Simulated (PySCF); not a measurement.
# F2Pr (Pr(F)22+): the cost of one run

Program: PySCF 2.14.0. Level of theory: PBE0, Pr lcecp-2-SVP with ECP47, F def2-SVP; scalar-relativistic core potentials, no spin–orbit coupling. These are calculated values, not measurements.

1 further run of the same task is left out (for a known fault of the program).

### 1 The system as given

3 atoms, charge 2, spin multiplicity 1.

Bond lengths: Pr1–F2 2.042 Å, Pr1–F3 2.042 Å. Angles: F2–Pr1–F3 131.8°.

Coordinates:

```
atom    x (Å)   y (Å)   z (Å)
 Pr1   0.0000  0.0000  0.0000
  F2   1.8643  0.0000  0.8343
  F3  -1.8643  0.0000  0.8343
```

Formal oxidation states: Pr +4. Each metal's 1 4f electrons lie in its core potential, so multiplicities, spins and levels count the valence alone.

### 2 SCF at the start, singlet

The input, run.py (the lines that set the calculation):

```python
mol = gto.M(atom='''
Pr     0.00000     0.00000     0.00000
F      1.86430     0.00000     0.83430
F     -1.86430     0.00000     0.83430''',
    basis={'Pr': 'lcecp-2-SVP', 'F': 'def2-SVP'},
    ecp={'Pr': 'lcecp-2-SVP'},
    charge=2, spin=0)
mf = dft.RKS(mol, xc='PBE0')
mf.grids.atom_grid = (50, 194)  # f atoms: unpruned, at least (60, 302)
mf = mf.density_fit()  # fitting sets: Pr AutoAux, F def2-universal-JKFIT
mf.conv_tol = 1e-08; mf.max_cycle = 55
mf.kernel(dm0)  # dm0: free metal ions and neutral atoms
```

Command:

```
OMP_NUM_THREADS=2 python run.py
```

**Question.** How long does this run take on 2 threads of Intel Xeon Platinum 8488C (Sapphire Rapids), shared host, and how much memory does it need?

About 1.6 s, with a peak of 0.31 GiB.
